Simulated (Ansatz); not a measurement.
# C8H18Cl2Si: how energies converge with the basis set

Aim: see how fast density functionals converge with the basis set for C8H18Cl2Si.

Computed with Ansatz 0.2.0, Gaussian basis. Level: one geometry, several basis sets.

Plan: PBE0-D4/def2-SVP; ωB97M-V/def2-SVP; PBE0-D4/def2-QZVPP; ωB97M-V/def2-QZVPP; the functionals' def2-TZVPP values are taken from earlier runs.

**1. Structure used throughout**

All runs share one geometry, relaxed beforehand with PBE0-D4 in a triple-zeta def2 set.

SMILES `CC(C)(C)[Si](Cl)(Cl)C(C)(C)C`, 29 atoms, charge 0, spin multiplicity 1.

Atoms are counted from 1 here; the program's logs count them from 0.

Bond lengths: C1–C2 1.529 Å, C1–H12 1.093 Å, C1–H13 1.092 Å, C1–H14 1.096 Å, C2–C3 1.530 Å, C2–C4 1.532 Å, C2–Si5 1.897 Å, C3–H15 1.092 Å, C3–H16 1.091 Å, C3–H17 1.096 Å, C4–H18 1.096 Å, C4–H19 1.092 Å, C4–H20 1.092 Å, Si5–Cl6 2.070 Å, Si5–Cl7 2.070 Å, Si5–C8 1.897 Å, C8–C9 1.532 Å, C8–C10 1.530 Å and more. Angles: C2–C1–H12 112.1°, C2–C1–H13 112.2°, C2–C1–H14 109.3°, H12–C1–H13 108.2°, H12–C1–H14 107.6°, H13–C1–H14 107.3°, C1–C2–C3 109.7°, C1–C2–C4 108.9°, C1–C2–Si5 110.6°, C3–C2–C4 108.7°, C3–C2–Si5 110.7°, C4–C2–Si5 108.1°, C2–C3–H15 112.0°, C2–C3–H16 112.4°, C2–C3–H17 109.2°, H15–C3–H16 108.2°, H15–C3–H17 107.6°, H16–C3–H17 107.3° and more.

As a file:

```csv
atom,x (Å),y (Å),z (Å)
C1,-1.70605,0.37020,1.51189
C2,-0.44649,1.14102,1.11375
C3,0.68572,0.81849,2.09042
C4,-0.74157,2.64229,1.18284
Si5,0.06061,0.72051,-0.66480
Cl6,1.73595,1.85813,-1.09207
Cl7,-1.45615,1.38946,-1.90394
C8,0.44822,-1.06080,-1.18816
C9,0.87574,-1.04311,-2.65872
C10,-0.78994,-1.94805,-1.04822
C11,1.59045,-1.63332,-0.34751
H12,-2.52561,0.53031,0.80718
H13,-1.52580,-0.70384,1.58810
H14,-2.04397,0.71373,2.49599
H15,1.61266,1.33159,1.82479
H16,0.89351,-0.25144,2.14759
H17,0.39954,1.14945,3.09503
H18,-1.02304,2.90292,2.20921
H19,-1.56633,2.92706,0.52685
H20,0.13046,3.24173,0.91325
H21,1.09046,-2.06860,-2.97942
H22,0.09042,-0.64813,-3.30656
H23,1.77728,-0.44772,-2.81489
H24,-1.10114,-2.06682,-0.00888
H25,-0.56259,-2.94697,-1.43697
H26,-1.63812,-1.55779,-1.61508
H27,1.87190,-2.61615,-0.74186
H28,1.30444,-1.77316,0.69677
H29,2.47974,-0.99911,-0.37658
```

**2. PBE0-D4 in def2-SVP**

File in.yaml:

```yaml
crystal:
  periodic: [false, false, false]
  atoms:
    - {symbol: C, position_ang: [-1.706052, 0.370202, 1.511889]}
    - {symbol: C, position_ang: [-0.446494, 1.141024, 1.113749]}
    - {symbol: C, position_ang: [0.685723, 0.818493, 2.090424]}
    - {symbol: C, position_ang: [-0.741571, 2.642287, 1.182838]}
    - {symbol: Si, position_ang: [0.060610, 0.720506, -0.664799]}
    - {symbol: Cl, position_ang: [1.735951, 1.858134, -1.092068]}
    - {symbol: Cl, position_ang: [-1.456145, 1.389460, -1.903942]}
    - {symbol: C, position_ang: [0.448225, -1.060802, -1.188160]}
    - {symbol: C, position_ang: [0.875739, -1.043108, -2.658721]}
    - {symbol: C, position_ang: [-0.789939, -1.948049, -1.048220]}
    - {symbol: C, position_ang: [1.590454, -1.633325, -0.347509]}
    - {symbol: H, position_ang: [-2.525610, 0.530305, 0.807178]}
    - {symbol: H, position_ang: [-1.525799, -0.703840, 1.588102]}
    - {symbol: H, position_ang: [-2.043974, 0.713728, 2.495992]}
    - {symbol: H, position_ang: [1.612656, 1.331586, 1.824790]}
    - {symbol: H, position_ang: [0.893515, -0.251438, 2.147588]}
    - {symbol: H, position_ang: [0.399542, 1.149455, 3.095027]}
    - {symbol: H, position_ang: [-1.023044, 2.902924, 2.209207]}
    - {symbol: H, position_ang: [-1.566333, 2.927063, 0.526851]}
    - {symbol: H, position_ang: [0.130458, 3.241731, 0.913249]}
    - {symbol: H, position_ang: [1.090462, -2.068603, -2.979417]}
    - {symbol: H, position_ang: [0.090418, -0.648127, -3.306563]}
    - {symbol: H, position_ang: [1.777281, -0.447717, -2.814887]}
    - {symbol: H, position_ang: [-1.101141, -2.066823, -0.008878]}
    - {symbol: H, position_ang: [-0.562593, -2.946974, -1.436969]}
    - {symbol: H, position_ang: [-1.638116, -1.557788, -1.615081]}
    - {symbol: H, position_ang: [1.871897, -2.616147, -0.741856]}
    - {symbol: H, position_ang: [1.304437, -1.773155, 0.696766]}
    - {symbol: H, position_ang: [2.479745, -0.999105, -0.376578]}
basis:
  gaussian: {orbitals: def2-SVP}
hamiltonian: {xc: pbe0, dispersion: d4}
output: {orbitals: {seedname: orbitals}}
```

Started as:

```bash
> ansatz run in.yaml --threads 10 --pin off --events-out ev --progress --plain --max-ram 110592MiB --backend cpu
```

After this run come: ωB97M-V in def2-SVP; PBE0-D4 in def2-QZVPP; ωB97M-V in def2-QZVPP.

Before running them: what should the planned runs give, taken together? Wanted: PBE0-D4: double and triple zeta above quadruple; ωB97M-V: double and triple zeta above quadruple.

The runs gave:

```
                                       quantity           value
PBE0-D4: double and triple zeta above quadruple  22.04, 1.47 eV
ωB97M-V: double and triple zeta above quadruple  22.50, 1.41 eV
```

In words: For PBE0-D4 the step from double to triple zeta gains 20.57 eV and the next only 1.47 eV. Total energies overstate the basis error of differences, where much of it tends to cancel. The LUMO of ωB97M-V is positive and keeps falling with the basis (2.94 to 1.50 eV): an unbound level that the basis holds in place.
